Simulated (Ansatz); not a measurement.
Crystal: ScTaN.

```
CELL_PARAMETERS angstrom
3.08507 0.00000 0.00000
-1.54253 2.67175 0.00000
0.00000 0.00000 10.34014
ATOMIC_POSITIONS crystal
Ta 0.33333 0.66667 0.24563
Ta 0.66667 0.33333 0.75437
Sc 0.00000 0.00000 0.00000
Sc 0.00000 0.00000 0.50000
N 0.33333 0.66667 0.62984
N 0.66667 0.33333 0.37016
```

The cell comes from a database or a generator and needn't be the stable form of this composition.

* Program: Ansatz 0.2.0
* Task: relaxation of cell and atoms
* Functional: LDA
* Potentials or basis: Ansatz PAW
* Cutoff: 420 eV (not typed: the program's choice for these potentials)
* k mesh: 10 × 10 × 3
* Occupations: fermi-dirac, width 0.05 eV
* Spin: no spin polarisation

At the start: volume 14.20 Å³/atom.

Task: Where does the relaxation end?

Result: It ends after 8 steps and the volume is 13.41 Å³/atom (-5.6 %); space group P-3m1 (No. 164, to 0.05 Å).

The path:
```tsv
step	energy change (eV)	largest force (eV/Å)	volume (Å³)
1	0.0000	0.5174	85.23
2	-0.1812	0.1128	81.15
3	-0.1870	0.0096	80.41
4	-0.1870	0.0079	80.48
5	-0.1870	0.0002	80.49
6	-0.1800	0.0002	80.49
7	-0.1802	0.0002	80.44
8	-0.1801	0.0001	80.44
```

Final structure:
```
CELL_PARAMETERS angstrom
3.02935 0.00000 0.00000
-1.51468 2.62349 0.00000
0.00000 0.00000 10.12138
ATOMIC_POSITIONS crystal
Ta 0.33333 0.66667 0.24540
Ta 0.66667 0.33333 0.75460
Sc 0.00000 0.00000 0.00000
Sc 0.00000 0.00000 0.50000
N 0.33333 0.66667 0.63010
N 0.66667 0.33333 0.36990
```

Caveat: the plane-wave basis is chosen anew once the cell has moved, so the energies of steps on either side of that aren't comparable; the pressure holds a Pulay correction of +0.3 GPa for the finite cutoff; the PAW data sets come from PBE, with cores solved anew for the run's functional, which leaves a small shift of forces and pressure.
